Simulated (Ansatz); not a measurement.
input.yaml

```yaml
accuracy: low
crystal:
  lattice:
    - [6.986694, 0.0, 0.0]
    - [2.817241, 6.890371, 0.0]
    - [2.247476, -0.315886, 12.804914]
  atoms:
    - { symbol: Cs, position: [0.3311383, 0.83064909, 0.05592033] }
    - { symbol: Cs, position: [0.67550802, 0.16358198, 0.89025744] }
    - { symbol: Cs, position: [0.58586863, 0.65321457, 0.6454299] }
    - { symbol: Cs, position: [0.43606425, 0.32605727, 0.36914695] }
    - { symbol: Ru, position: [0.18229571, 0.29814443, 0.72375107] }
    - { symbol: Ru, position: [0.82561529, 0.69427139, 0.2924441] }
    - { symbol: C, position: [0.89104192, 0.58214074, 0.870494] }
    - { symbol: C, position: [0.04466357, 0.44788557, 0.11486754] }
    - { symbol: C, position: [0.11030786, 0.58890145, 0.87616505] }
    - { symbol: C, position: [0.80381215, 0.46815022, 0.1310064] }
    - { symbol: "N", position: [0.09999122, 0.13335176, 0.6544855] }
    - { symbol: "N", position: [0.90673327, 0.83141718, 0.37406602] }
    - { symbol: Cl, position: [0.24048561, 0.05295028, 0.85265534] }
    - { symbol: Cl, position: [0.77112092, 0.97491735, 0.17337887] }
    - { symbol: Cl, position: [0.54367159, 0.19152892, 0.65326811] }
    - { symbol: Cl, position: [0.50468049, 0.85651721, 0.39951239] }
    - { symbol: Cl, position: [0.12855882, 0.5529553, 0.59896074] }
    - { symbol: Cl, position: [0.87148855, 0.41787957, 0.39866861] }
    - { symbol: O, position: [0.05110766, 0.01132961, 0.63131242] }
    - { symbol: O, position: [0.92125563, 0.94916058, 0.42337007] }
    - { symbol: O, position: [0.90632399, 0.45608762, 0.79983746] }
    - { symbol: O, position: [0.07739692, 0.55561283, 0.18013751] }
    - { symbol: O, position: [0.25593305, 0.4506484, 0.81182133] }
    - { symbol: O, position: [0.69418446, 0.59974902, 0.20507193] }
    - { symbol: O, position: [0.12688268, 0.71939726, 0.92124781] }
    - { symbol: O, position: [0.74713436, 0.35277582, 0.09389285] }
    - { symbol: O, position: [0.73276885, 0.68220564, 0.92845803] }
    - { symbol: O, position: [0.17352078, 0.35294703, 0.03978429] }
basis:
  ecutwfc: 420.0
kpoints:
  mp_grid: { grid: [2, 1, 1] }
hamiltonian:
  xc: lda
scf:
  occupations: { method: fermi_dirac, width: 0.05 }
  lower_state_search: "off"
md:
  timestep: 1.5
  n_steps: 160
  ensemble: nvt_langevin
  temperature: 1120.0
  initial_velocities: maxwell_boltzmann
  seed: 604482
  friction: 0.02
```

Launched with:

```bash
$ ansatz run input.yaml --threads 1 --pin off --max-ram 3072MiB --backend cpu --events-out ev --progress --plain --runs-dir out
```

Hardware: 1 thread of Arm Neoverse V1, with other jobs on the host.

Q: Roughly how long does this run take, and how much memory?

A: 28 min, with a peak of 0.94 GiB, for 161 ionic steps.
